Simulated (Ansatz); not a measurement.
# ZrAu: the cost of one run

Computed with Ansatz 0.2.0 (DFT PBEsol, scalar-relativistic, plane waves, PAW, unless a step's input says otherwise).

**1. The starting structure**

It takes space group P4/mmm (No. 123, tetragonal). Conventional cell: a = 3.166 Å, b = 3.166 Å, c = 3.918 Å, α = 90.00°, β = 90.00°, γ = 90.00°. Zr (site symmetry 4/mmm) is surrounded by 8 Au at 2.97 Å and 4 Zr at 3.17 Å. Around Au (site symmetry 4/mmm) lie 8 Zr at 2.97 Å and 4 Au at 3.17 Å.

As a file:

```xyz
2
Lattice="3.1657 0.0000 0.0000 0.0000 3.1657 0.0000 0.0000 0.0000 3.9175" Properties=species:S:1:pos:R:3 pbc="T T T"
Zr    0.0000    0.0000    0.0000
Au    1.5828    1.5828    1.9588
```

The structure comes from the Materials Project (structure only).

**2. A change within the space group**

What differs from the listed cell: strain xx, yy, zz, yz, xz, xy = -2.4, -2.4, -5.4, +0.0, +0.0, +0.0 %.

Contents of input.yaml:

```yaml
crystal:
  lattice:
    - [3.0902498007, 0.0, 0.0]
    - [0.0, 3.0902498007, 0.0]
    - [0.0, 0.0, 3.7067020469]
  atoms:
    - { symbol: Zr, position: [0.0, 0.0, 0.0] }
    - { symbol: Au, position: [0.5, 0.5, 0.5] }
basis:
  ecutwfc: 420
kpoints:
  mp_grid: { grid: [12, 12, 10] }
hamiltonian:
  xc: pbesol
scf:
  occupations: { method: gaussian, width: 0.1 }
output:
  forces: true
  stress: true
  eigenvalues: true
```

Run with:

```console
$ ansatz run input.yaml --threads 1 --pin off --max-ram 1331MiB --backend cpu --events-out ev --progress --plain --runs-dir out
```

Q: Estimate wall time and peak memory on 1 thread of an x86-64 CPU, shared host.

About 11 s, with a peak of 0.41 GiB.
